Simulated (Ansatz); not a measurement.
A run of Ansatz 0.2.0:

Contents of input.yaml:

```yaml
crystal:
  lattice:
    - [1.5170411163, 0.8758640969, 4.933893193]
    - [-1.5170411163, 0.8758640969, 4.933893193]
    - [0.0, -1.7517281937, 4.933893193]
  atoms:
    - { symbol: W, position: [0.0, 0.0, 0.0] }
    - { symbol: V, position: [0.5, 0.5, 0.5], spin: 1.0 }
    - { symbol: C, position: [0.246494, 0.246494, 0.246494] }
    - { symbol: C, position: [0.753506, 0.753506, 0.753506] }
hamiltonian:
  xc: pbe
  pseudopotentials: { kind: paw }
magnetization:
  spin_polarized: true
  initial_magnetization: 1.0
  spin_locking: { lock_magnetization: hard }
kpoints:
  mp_grid: { grid: [9, 9, 9] }
scf:
  occupations: { method: fermi_dirac, width: 0.05 }
  lower_state_search: "off"
output:
  forces: true
  stress: true
  eigenvalues: true
```

Potentials or basis: Ansatz PAW.

The run is started by

```bash
$ ansatz run input.yaml --threads 2 --pin off --max-ram 5632MiB --backend cpu --events-out ev --progress --plain --runs-dir out
```

Hardware: 2 threads of Arm Neoverse V1, on a shared host.

Task: How long does it take, and how much memory?

Result: Wall time 7.2 s on 2 threads of Arm Neoverse V1, on a shared host, peak memory 0.41 GiB. Counts: scf iterations 12, plane waves 779, k points 85, bands 22.
